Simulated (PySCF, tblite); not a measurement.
# C₆H₁₀BClO: geometry, infrared bands and NMR shifts

What infrared bands and NMR shifts should C₆H₁₀BClO (`COB[C@@]1(C)C=C[C@H]1Cl`) show?

Computed with tblite 0.8.0 and PySCF 2.14.0, with density-fitted response routines of our own, on a single molecule in the gas phase. Atoms are numbered from 0 throughout.

### Step 1. Starting geometry

19 atoms, charge 0, multiplicity 1; geometry from: force field or distance geometry start.

Bonds of the start (Å): C0–O1 1.41, O1–B2 1.46, B2–C3 1.63, C3–C4 1.55, C3–C5 1.49, C5–C6 1.40, C6–C7 1.49, C7–Cl8 1.80, C7–C3 1.44, C0–H9 1.12, C0–H10 1.10, C0–H11 1.11, B2–H12 1.17, C4–H13 1.10, C4–H14 1.11, C4–H15 1.12, C5–H16 1.09, C6–H17 1.08, C7–H18 1.12.

### Step 2. Optimising the geometry with GFN2-xTB

What the job is given:

```
{"job": {"kind": "relax", "xc": "GFN2-xTB", "basis": "xTB"}, "charge": 0, "multiplicity": 1}
C      2.728000    -0.017900     0.037300
O      1.870000    -0.690400     0.926600
B      0.665400    -1.107400     0.219000
C     -0.695400    -0.213800     0.282900
C     -1.789100    -0.943800     1.105800
C     -0.447300     1.155900     0.823600
C     -0.915800     1.736100    -0.357700
C     -1.177900     0.388100    -0.936000
Cl    -0.215700     0.154300    -2.437700
H      2.243100     0.916900    -0.342800
H      3.635300     0.283900     0.580500
H      3.033300    -0.675100    -0.803000
H      0.622800    -2.152800    -0.315400
H     -1.409100    -1.200700     2.110000
H     -2.093000    -1.869200     0.582400
H     -2.692400    -0.300900     1.231400
H     -0.054700     1.553500     1.763800
H     -1.045400     2.746100    -0.703800
H     -2.272100     0.246200    -1.126500
```

Run with:

```
$ OMP_NUM_THREADS=1 python probes_run.py task.json out
```

This one command runs all jobs of the session in turn.

**Question.** This job is followed by: GFN2-xTB harmonic vibrations, gas phase; GIAO PBE0/pcSseg-1 NMR shielding, non-relativistic, gas phase. Predict these results of the whole session: strongest single infrared mode (GFN2-xTB); zero-point energy (GFN2-xTB); 13C shifts against TMS (PBE0/pcSseg-1); 1H shifts against TMS (PBE0/pcSseg-1, means over atoms taken as alike); 17O shifts against H2O (PBE0/pcSseg-1); 11B shifts against BF3·OEt2 (PBE0/pcSseg-1); 35Cl shifts against HCl (PBE0/pcSseg-1); surface potential, 1st and 99th percentile.

As calculated:

| quantity | value |
| --- | --- |
| strongest single infrared mode (GFN2-xTB) | 1350 cm⁻¹, 224 km/mol |
| zero-point energy (GFN2-xTB) | 92.5 kcal/mol |
| 13C shifts against TMS (PBE0/pcSseg-1) | 158.1, 140.5, 66.9, 62.7, 51.8, 22.0 ppm |
| 1H shifts against TMS (PBE0/pcSseg-1, means over atoms taken as alike) | 6.63, 6.05, 5.24, 4.27, 4.18, 1.20 ppm |
| 17O shifts against H2O (PBE0/pcSseg-1) | 185.9 ppm |
| 11B shifts against BF3·OEt2 (PBE0/pcSseg-1) | 45.3 ppm |
| 35Cl shifts against HCl (PBE0/pcSseg-1) | 124 ppm |
| surface potential, 1st and 99th percentile | -1.12 V and 0.88 V |

Relaxing lowered the energy by 1.464 eV in 108 steps; the close pair that moved most is O1–B2, from 1.458 to 1.321 Å. No mode is imaginary among the 51: a minimum at this level. The strongest single mode, at 1350 cm⁻¹, is spread over many atoms; the largest shares are those of B2, O1. Unscaled tight-binding wavenumbers are off by several per cent, some by more. Its intensities can rank the bands wrongly. At PBE0/pcSseg-1: The widest tensor belongs to O1: span 412 ppm, with a paramagnetic part of -247 ppm.
